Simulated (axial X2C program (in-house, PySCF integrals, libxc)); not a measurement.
# RuGe: properties at the nuclei

Wanted for RuGe: properties at the nuclei, at the two-component level.

The runs use an in-house X2C program for linear molecules on PySCF integrals; two-component X2C with atomic mean-field terms, Ru dyall-cv3z, Ge dyall-cv3z.

All values are calculated.

## Step 1: Input

task.json reads:

```json
{"zs": [44, 32], "q": 0, "bas": ["dyall-cv3z", "dyall-cv3z"], "r0": 2.46, "levels": ["PBE0", "HF", "r2SCAN", "TPSSh", "PBE50"], "nst": 3}
```

Keys: zs atomic numbers; q charge; bas basis sets; r0 starting distance in Å; levels methods (HF also brings MP2); nst determinants followed.

Command:

```bash
> python soeom.py task.json out
```

Further steps of the session: Expectation values, lowest determinant; Expectation values, a higher determinant; Expectation values, a higher determinant.

Q: Predict the outcome of this session. Wanted: lowest determinant; Eeff magnitude; Ws magnitude Ru; A∥/gI Ru; qzz Ru; higher determinant (for each run or level that gives them).

The runs gave:

```
                                        quantity                                            value
                              lowest determinant   Ω = 3 (excess of +ω over −ω: ω = 1/2, ω = 5/2)
                    Eeff magnitude (GV/cm), PBE0                                             1.22
                     Ws magnitude Ru (kHz), PBE0                                           0.0759
                            A∥/gI Ru (MHz), PBE0                                              904
                             qzz Ru (a.u.), PBE0                                             0.79
                              higher determinant  Ω = 1 (excess of +ω over −ω: ω = -1/2, ω = 3/2)
Eeff magnitude (GV/cm), PBE0, higher determinant                                             1.21
 Ws magnitude Ru (kHz), PBE0, higher determinant                                            0.247
        A∥/gI Ru (MHz), PBE0, higher determinant                                             -765
         qzz Ru (a.u.), PBE0, higher determinant                                             0.67
                              higher determinant  Ω = 1 (excess of +ω over −ω: ω = -3/2, ω = 5/2)
Eeff magnitude (GV/cm), PBE0, higher determinant                                            0.697
 Ws magnitude Ru (kHz), PBE0, higher determinant                                            0.566
        A∥/gI Ru (MHz), PBE0, higher determinant                                            -23.2
         qzz Ru (a.u.), PBE0, higher determinant                                            -3.88
```

In the first state, the effective field runs from 0.905 to 6.45 GV/cm over the mean-field levels, so the levels don't agree on it. The expectation values come from single determinants, which for open shells can mix terms of unlike spin or miss the lowest Ω, so a determinant need not be a state. Eeff is the effective electric field on the electron dipole moment in this Ω state and Ws the scalar–pseudoscalar constant (defined with the proton number Z and per Ω); A∥ is the parallel hyperfine constant, which follows by multiplying with the nuclear g factor gI = μI/(I μN); qzz is the electric field gradient, eQq0 = 234.96 MHz × Q/barn × qzz; μ is positive if Ge is the positive end. The operators were transformed with the bare-nucleus X2C matrices.
